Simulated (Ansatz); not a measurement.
# CH3NSe2: the cost of one run

Computed with Ansatz 0.2.0, Gaussian basis. Level: the settings change from run to run.

## (1) The relaxed structure

The structure was relaxed beforehand with PBE0-D4 in a triple-zeta def2 set.

7 atoms, charge 0, spin multiplicity 1.

Atoms are counted from 1 here; the program's logs count them from 0.

Bond lengths: N1–C2 1.393 Å, N1–H5 1.011 Å, N1–H6 1.011 Å, C2–Se3 1.927 Å, C2–Se4 2.012 Å, C2–H7 1.084 Å, Se3–Se4 2.350 Å. Angles: C2–N1–H5 112.8°, C2–N1–H6 112.9°, H5–N1–H6 110.6°, N1–C2–Se3 118.2°, N1–C2–Se4 122.7°, N1–C2–H7 113.8°, Se3–C2–Se4 73.2°, Se3–C2–H7 113.5°, Se4–C2–H7 109.4°, C2–Se3–Se4 55.1°, C2–Se4–Se3 51.7°.

## (2) r2SCAN0/def2-mTZVPP

Options: atoms shaken by 0.15 Å, density fitting with def2-universal-jkfit, D3(BJ) with three-body dispersion.

Contents of in.yaml:

```yaml
crystal:
  periodic: [false, false, false]
  atoms:
    - {symbol: N, position_ang: [-0.178163, 1.162480, -0.117014]}
    - {symbol: C, position_ang: [0.192716, -0.244058, 0.087919]}
    - {symbol: Se, position_ang: [-0.109143, -1.569230, -0.835727]}
    - {symbol: Se, position_ang: [0.103990, -1.622762, 1.537642]}
    - {symbol: H, position_ang: [-0.105103, 1.871920, 0.337431]}
    - {symbol: H, position_ang: [-1.548897, 0.594810, -0.207062]}
    - {symbol: H, position_ang: [1.435631, 0.229320, -0.282360]}
basis:
  gaussian: {orbitals: def2-mTZVPP, fitting: {mean_field: def2-universal-jkfit}}
hamiltonian: {xc: {name: r2SCAN0}, dispersion: d3bjatm}
output: {forces: true}
```

Started as:

```sh
$ ansatz run in.yaml --threads 4 --pin off --events-out ev --progress --plain --max-ram 10444MiB
```

**Question.** How long does this run take on 4 threads of Arm Neoverse V1, shared host, and how much memory does it need?

About 3.2 s, with a peak of 0.27 GiB.
